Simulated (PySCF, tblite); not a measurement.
**C4H11FO2Si: geometry, infrared bands and NMR shifts**

What infrared bands and NMR shifts should C4H11FO2Si (`C[C@H](CF)OCO[SiH3]`) show?

Programs: tblite 0.8.0 and PySCF 2.14.0, with density-fitted response routines of our own. Each step states its level of theory. These are calculated values for one molecule in the gas phase, unless marked as measured. Atoms are numbered from 0 throughout.

**1. The molecule as given**

19 atoms, charge 0, multiplicity 1; geometry from: force field or distance geometry start.

Bonds of the start (Å): C0–C1 1.51, C1–C2 1.53, C2–F3 1.35, C1–O4 1.42, O4–C5 1.42, C5–O6 1.42, O6–Si7 1.67, C0–H8 1.09, C0–H9 1.10, C0–H10 1.10, C1–H11 1.11, C2–H12 1.10, C2–H13 1.10, C5–H14 1.10, C5–H15 1.09, Si7–H16 1.48, Si7–H17 1.48, Si7–H18 1.48.

**2. Geometry optimisation with GFN2-xTB**

What the job is given:

```
{"job": {"kind": "relax", "xc": "GFN2-xTB", "basis": "xTB"}, "charge": 0, "multiplicity": 1}
C     -2.203100    -1.062700    -1.031300
C     -1.132500    -0.440400    -0.160900
C     -1.750100     0.182900     1.093800
F     -0.788700     0.463200     1.999500
O     -0.468900     0.536900    -0.954300
C      0.810900     0.921700    -0.468900
O      1.727800    -0.156400    -0.547100
Si     3.291300     0.119000    -0.036700
H     -1.764000    -1.498000    -1.932100
H     -2.762500    -1.846300    -0.495100
H     -2.928800    -0.300700    -1.366600
H     -0.424100    -1.232500     0.142600
H     -2.477100    -0.489600     1.579500
H     -2.251600     1.131500     0.851300
H      0.724200     1.322100     0.555500
H      1.153500     1.741600    -1.101200
H      3.874000     1.209000    -0.851300
H      3.272300     0.526700     1.381100
H      4.087600    -1.118800    -0.191200
```

The run is started by

```bash
$ OMP_NUM_THREADS=1 python probes_run.py task.json out
```

This one command runs all jobs of the session in turn.

**Question.** This job is followed by: GFN2-xTB harmonic vibrations, gas phase; GIAO PBE0/pcSseg-1 NMR shielding, non-relativistic, gas phase. What will the session give for the following? strongest single infrared mode (GFN2-xTB); zero-point energy (GFN2-xTB); 13C shifts against TMS (PBE0/pcSseg-1); 1H shifts against TMS (PBE0/pcSseg-1, means over atoms taken as alike); 19F shifts against CFCl3 (PBE0/pcSseg-1); 17O shifts against H2O (PBE0/pcSseg-1); 29Si shifts against TMS (PBE0/pcSseg-1).

The runs gave:

| quantity | value |
| --- | --- |
| strongest single infrared mode (GFN2-xTB) | 2225 cm⁻¹, 382 km/mol |
| zero-point energy (GFN2-xTB) | 90.8 kcal/mol |
| 13C shifts against TMS (PBE0/pcSseg-1) | 96.0, 92.1, 72.2, 18.7 ppm |
| 1H shifts against TMS (PBE0/pcSseg-1, means over atoms taken as alike) | 5.47, 5.15, 4.91, 4.89, 4.71, 4.70, 1.09 ppm |
| 19F shifts against CFCl3 (PBE0/pcSseg-1) | -240.2 ppm |
| 17O shifts against H2O (PBE0/pcSseg-1) | 111.0, 40.3 ppm |
| 29Si shifts against TMS (PBE0/pcSseg-1) | -42.5 ppm |

Over 101 steps the energy fell by 0.225 eV; of the close pairs, O6–Si7 changed most, 1.668 to 1.621 Å. No mode is imaginary among the 51: a minimum at this level. The strongest single mode, at 2225 cm⁻¹, moves mainly H16 and H17. Unscaled tight-binding wavenumbers are off by several per cent, some by more. Its intensities can rank the bands wrongly. The most deshielded carbon is C2 (sp3 CH2 bonded to F), at 96.0 ppm: pulled downfield by the heteroatom. At PBE0/pcSseg-1: The largest span, 120 ppm, is at Si7, where the paramagnetic term is -489 ppm.
